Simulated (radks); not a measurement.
**Mo¹⁶⁺ in [Ne] 3s2 3p5.75 3d8 4s0.25: an all-electron calculation**

Wanted: eigenvalues, radial structure and energy terms of the molybdenum ion Mo16+.

Program: radks (a radial shooting solver on a logarithmic mesh, Libxc functionals) version 1. Level of theory: Dirac Kohn-Sham, LDA (Slater exchange, Perdew-Wang correlation), spin-unpolarised, spherical densities, finite nucleus; open shells fill j = l - 1/2 first. These are calculated values, not measurements, unless marked.

### Step 1. The system

* element: molybdenum (Z = 42)
* charge: +16
* electrons: 26
* configuration: [Ne] 3s2 3p5.75 3d8 4s0.25
* nuclear rms radius: 4.4091 fm

### Step 2. The run

The run's settings:

```text
Z 42
configuration [Ne] 3s2 3p5.75 3d8 4s0.25 4p0 5s0 4d0 4f0
relativity Dirac
functional lda,pw
spin unpolarised
j_filling energy
nucleus finite rms 4.4091 fm
c 137.035999084
```

**Question.** What will this run give?

As calculated:

| quantity | value |
| --- | --- |
| total energy | -3931.12653 hartree |
| exchange-correlation share of it | 2.67 % |
| −T/E | 1.0377 |
| highest occupied level | 4s1/2, -379.70 eV |
| most extended occupied level | 4s1/2, <r> = 0.892 bohr |
| radius at density 0.001 e/bohr³ | 1.55 bohr |
| maxima of the radial density | 3 |

What this shows: 4 principal shells are occupied and 3 maxima appear in the radial density; where shells overlap, one shows as a shoulder or not at all. Relativity lifts −T/E to 1.038. This is not the tabulated ground configuration, so its levels and sizes aren't those of the ground state, and no measured value stands beside it.
